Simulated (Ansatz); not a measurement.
# CsLiMoO4 and its Li-free host: average intercalation voltage, by script

A script is to give an average intercalation voltage; the system is CsLiMoO4 and its Li-free host.

Computed with the Python package of Ansatz 0.2.0. Level of theory: DFT LDA, plane waves, PAW.

### 1 The system

CsLiMoO4 F-43m: The structure is cubic, space group F-43m (No. 216). The conventional cell has a = 8.392 Å, b = 8.392 Å, c = 8.392 Å, α = 90.00°, β = 90.00°, γ = 90.00°. Cs (site symmetry -43m) has 12 O at 3.49 Å and 4 Li at 3.63 Å as nearest neighbours. Li (site symmetry -43m) is surrounded by 4 O at 1.87 Å. Mo (site symmetry -43m) is surrounded by 4 O at 1.76 Å. Only part of the 4 independent sites is listed.

Li Im-3m: The structure is cubic, space group Im-3m (No. 229). Conventional cell: a = 3.509 Å, b = 3.509 Å, c = 3.509 Å, α = 90.00°, β = 90.00°, γ = 90.00°. Li (site symmetry m-3m) has 8 Li at 3.04 Å as nearest neighbours.

CsMoO4 F-43m: Symmetry: F-43m, No. 216, cubic system. Conventional cell: a = 8.392 Å, b = 8.392 Å, c = 8.392 Å, α = 90.00°, β = 90.00°, γ = 90.00°. Cs (site symmetry -43m) has 12 O at 3.49 Å as nearest neighbours. Around Mo (site symmetry -43m) lie 4 O at 1.76 Å. Around O (site symmetry 3m) lie 1 Mo at 1.76 Å.

No structure file is read: the coordinates are typed or built in the script.

### 2 The code

voltage_cslimoo4.py reads:

```python
'''Removing Li from CsLiMoO4: voltage and change of volume, after relaxing atoms and volume at fixed cell shape.'''

from collections import Counter

import ansatz as az
from ase.data import atomic_masses, atomic_numbers
import numpy as np

PHASES = {
    'CsLiMoO4': (
        [(0.0, 4.196031, 4.196031), (4.196031, 0.0, 4.196031), (4.196031, 4.196031, 0.0)],
        [
            ('Cs', (0.75, 0.75, 0.75)),
            ('Li', (0.5, 0.5, 0.5)),
            ('Mo', (0.25, 0.25, 0.25)),
            ('O', (0.886367, 0.371211, 0.371211)),
            ('O', (0.371211, 0.371211, 0.886367)),
            ('O', (0.371211, 0.886367, 0.371211)),
            ('O', (0.371211, 0.371211, 0.371211)),
        ],
    ),
    'Li': (
        [(-1.75465, 1.75465, 1.75465), (1.75465, -1.75465, 1.75465), (1.75465, 1.75465, -1.75465)],
        [
            ('Li', (0.0, 0.0, 0.0)),
        ],
    ),
}


def build(vectors, sites):
    crystal = az.Crystal(lattice=az.Lattice.of(vectors))
    for symbol, position in sites:
        crystal = crystal.atom(symbol, position)
    return crystal


def ground_state(name, crystal):
    calc = (
        crystal.calculation()
        .basis(21 * az.Ha)
        .functional(az.Functional.LDA)
        .kpoints(spacing=0.3)
        .occupations('cold', width=0.02)
        .band_table()
    )
    calc = calc.relax(force_tolerance=0.03, fix_cell=['shape'])
    return calc.run(threads=1)


def counts(outcome):
    return Counter(site.symbol for site in outcome.lattice.sites)


def gap_ev(outcome):
    # nan where the run reports no band edges: a metal, overlapping bands, or a gap that is small against the smearing
    edges = outcome.report.get('band_edges_ev')
    return edges[1] - edges[0] if edges else float('nan')


def main() -> None:
    phases = {name: build(*cell) for name, cell in PHASES.items()}
    # the host keeps the framework and loses every mobile ion
    host = phases['CsLiMoO4'].resolved()
    for site in phases['CsLiMoO4'].resolved().sites:
        if site.symbol == 'Li':
            host = host.vacancy('Li', at=site.position)
    phases['CsMoO4'] = host.resolved()

    done = {}
    for name, crystal in phases.items():
        done[name] = ground_state(name, crystal)
        print(f'{name}: {done[name].report["energy_sigma0_ev"]:.4f} eV, {len(done[name].lattice.sites)} atoms')

    full, empty, metal = done['CsLiMoO4'], done['CsMoO4'], done['Li']
    n = counts(full)['Li']
    reaction = full.report['energy_sigma0_ev'] - empty.report['energy_sigma0_ev'] - n * metal.report['energy_sigma0_ev'] / len(metal.lattice.sites)
    voltage = -reaction / n
    v_full, v_empty = (abs(np.linalg.det(o.lattice.cell_ang)) for o in (full, empty))
    print(f'average voltage {voltage:.3f} V for {n} Li per cell')
    print(f'cell volume {v_empty:.2f} -> {v_full:.2f} A^3 on insertion ({100 * (v_full / v_empty - 1):+.1f} %)')
    print('gaps on the mesh (eV): full', round(gap_ev(full), 2), 'empty', round(gap_ev(empty), 2))
    mass = sum(k * atomic_masses[atomic_numbers[e]] for e, k in counts(full).items())
    capacity = 26801 * 1 * n / mass
    print(f'capacity {capacity:.0f} mAh/g of the full compound, energy {capacity * voltage:.0f} Wh/kg')


if __name__ == '__main__':
    main()
```

### 3 The calls as engine input

The package turns the script's settings into the engine's input (first run):

```yaml
crystal:
  lattice:
    - [0.0, 4.196031, 4.196031]
    - [4.196031, 0.0, 4.196031]
    - [4.196031, 4.196031, 0.0]
  atoms:
    - { symbol: Cs, position: [0.75, 0.75, 0.75] }
    - { symbol: Li, position: [0.5, 0.5, 0.5] }
    - { symbol: Mo, position: [0.25, 0.25, 0.25] }
    - { symbol: O, position: [0.886367, 0.371211, 0.371211] }
    - { symbol: O, position: [0.371211, 0.371211, 0.886367] }
    - { symbol: O, position: [0.371211, 0.886367, 0.371211] }
    - { symbol: O, position: [0.371211, 0.371211, 0.371211] }
basis:
  ecutwfc: 571.4391111657479
kpoints:
  mp_grid:
    kspacing: 0.3
hamiltonian:
  xc: lda
scf:
  occupations:
    method: cold
    width: 0.02
relax:
  f_tol: 0.03
  cell:
    fix: [shape]
output:
  eigenvalues: true
```

### 4 Launch

On the command line:

```sh
$ python voltage_cslimoo4.py
```

**Question.** What average voltage follows, and how does the cell's volume answer?

**Answer**, as computed:

```
       quantity     value
average voltage   6.241 V
       capacity  89 mAh/g
  runs compared         3
```

What this shows: The voltage is an average between the two end compositions, without entropy or volume terms. The average voltage against Li metal is 6.241 V for 1 Li a cell, and insertion changes the volume by +13.4 % with the cell's shape held. In run 2, over 3 moves the cell shrank by 11.9 % in volume, and the space group stayed Im-3m. In run 3, the volume shrank by 16.1 % over 3 moves, and the space group stayed F-43m. Caveats:
- A cell here holds an odd number of electrons and is run without spin, so a magnetic state may lie lower.
- For the metals among these cells the mesh is coarse, so their volumes and pressures are rough.
- Atoms and volume are relaxed with the cell's shape held, which in cells of lower than cubic symmetry can hide stresses and shift volumes.
- The emptied host keeps the framework's symmetry and may not be a stable phase; the voltage is an average over full removal at zero temperature. Mesh, spin state and self-interaction can shift such a voltage by tenths of a volt. It is a formal energy of removing every such ion; where the cations can't give all the electrons, the anions are oxidised, and no electrode works so. Whether this is the phase that is stable at ambient conditions was not tested.
